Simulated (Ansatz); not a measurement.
# TiSi2: the cost of one run

Program: Ansatz 0.2.0. Level of theory: DFT PBEsol, scalar-relativistic, plane waves, PAW. These are calculated values, not measurements.

1 further run of the same task is left out (set aside as unsound or not needed). Runs told in other sessions of the task aren't counted.

## (1) The starting structure

It takes space group Immm (No. 71, orthorhombic). The conventional cell has a = 2.934 Å, b = 3.389 Å, c = 8.335 Å, α = 90.00°, β = 90.00°, γ = 90.00°. Ti (site symmetry mmm) is surrounded by 10 Si at 2.65 to 2.75 Å and 2 Ti at 2.93 Å. Si (site symmetry mm2) has 7 Si at 2.61 to 2.93 Å and 5 Ti at 2.65 to 2.75 Å in its first shell of neighbours.

Structure file:

```cif
data_structure
_symmetry_space_group_name_H-M 'Immm'
_symmetry_Int_Tables_number 71
_cell_length_a 2.9341
_cell_length_b 3.3887
_cell_length_c 8.3349
_cell_angle_alpha 90.000
_cell_angle_beta 90.000
_cell_angle_gamma 90.000
_cell_volume 82.87
loop_
_atom_site_label
_atom_site_type_symbol
_atom_site_symmetry_multiplicity
_atom_site_Wyckoff_symbol
_atom_site_fract_x
_atom_site_fract_y
_atom_site_fract_z
_atom_site_occupancy
Ti1 Ti 2 a 0.00000 0.00000 0.00000 1
Si1 Si 4 i 0.50000 0.50000 0.83038 1
```

It goes back to an entry of the Materials Project, which need not be the stable form.

It is the result of an earlier relaxation at this level (volume 13.81 Å³/atom; gap on the mesh: none (metal)).

## (2) The undisturbed cell

Contents of input.yaml:

```yaml
crystal:
  lattice:
    - [-1.4670367768, 1.6943352539, 4.1674685307]
    - [1.4670367768, -1.6943352539, 4.1674685307]
    - [1.4670367768, 1.6943352539, -4.1674685307]
  atoms:
    - { symbol: Ti, position: [0.0, 0.0, 0.0] }
    - { symbol: Si, position: [0.3303789149, 0.3303789149, 0.0] }
    - { symbol: Si, position: [0.6696210851, 0.6696210851, 0.0] }
basis:
  ecutwfc: 420
kpoints:
  mp_grid: { grid: [22, 22, 22] }
hamiltonian:
  xc: pbesol
scf:
  occupations: { method: gaussian, width: 0.15 }
output:
  forces: true
  stress: true
  eigenvalues: true
```

On the command line:

```sh
ansatz run input.yaml --threads 2 --pin off --max-ram 5120MiB --backend cpu --events-out ev --progress --plain --runs-dir out
```

Q: Estimate wall time and peak memory on 2 threads of Arm Neoverse V2, shared host.

About 22 s, with a peak of 0.98 GiB.
